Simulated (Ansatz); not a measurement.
# Sc3Al: the cost of one run

Method: DFT PBEsol, scalar-relativistic, plane waves, PAW, in Ansatz 0.2.0.

2 further runs of the same task are left out: 2 set aside as unsound or not needed.

**1. The structure to begin with**

Symmetry: Pm-3m, No. 221, cubic system. Conventional cell: a = 4.375 Å, b = 4.375 Å, c = 4.375 Å, α = 90.00°, β = 90.00°, γ = 90.00°. Sc (site symmetry 4/mmm) has 8 Sc at 3.09 Å and 4 Al at 3.09 Å in its first shell of neighbours. Al (site symmetry m-3m) is surrounded by 12 Sc at 3.09 Å.

Coordinates:

```
Sc Al
1.0
     4.37479    0.00000    0.00000
     0.00000    4.37479    0.00000
     0.00000    0.00000    8.74959
Sc Al
6 2
Direct
  0.50000 0.00000 0.25000
  0.50000 0.00000 0.75000
  0.00000 0.50000 0.25000
  0.00000 0.50000 0.75000
  0.50000 0.50000 0.50000
  0.50000 0.50000 0.00000
  0.00000 0.00000 0.00000
  0.00000 0.00000 0.50000
```

It goes back to an entry of the Materials Project, which need not be the stable form.

It is built from the cell relaxed beforehand with the same method (20.93 Å³/atom).

**2. The undisturbed cell**

File input.yaml:

```yaml
crystal:
  lattice:
    - [4.3747949987, 0.0, 0.0]
    - [0.0, 4.3747949987, 0.0]
    - [0.0, 0.0, 8.7495899974]
  atoms:
    - { symbol: Sc, position: [0.5, 0.0, 0.25] }
    - { symbol: Sc, position: [0.5, 0.0, 0.75] }
    - { symbol: Sc, position: [0.0, 0.5, 0.25] }
    - { symbol: Sc, position: [0.0, 0.5, 0.75] }
    - { symbol: Sc, position: [0.5, 0.5, 0.5] }
    - { symbol: Sc, position: [0.5, 0.5, 0.0] }
    - { symbol: Al, position: [0.0, 0.0, 0.0] }
    - { symbol: Al, position: [0.0, 0.0, 0.5] }
basis:
  ecutwfc: 420
kpoints:
  mp_grid: { grid: [8, 8, 4] }
hamiltonian:
  xc: pbesol
scf:
  occupations: { method: gaussian, width: 0.15 }
output:
  forces: true
  stress: true
  eigenvalues: true
  write_density: true
  write_potential: true
  elf: true
  volumetric_format: npy
```

Run with:

```bash
$ ansatz run input.yaml --threads 2 --pin off --max-ram 5120MiB --backend cpu --events-out ev --progress --plain --runs-dir out
```

What time and memory should one allow on 2 threads of Arm Neoverse V2, shared host?

About 9.5 s, with a peak of 0.56 GiB.
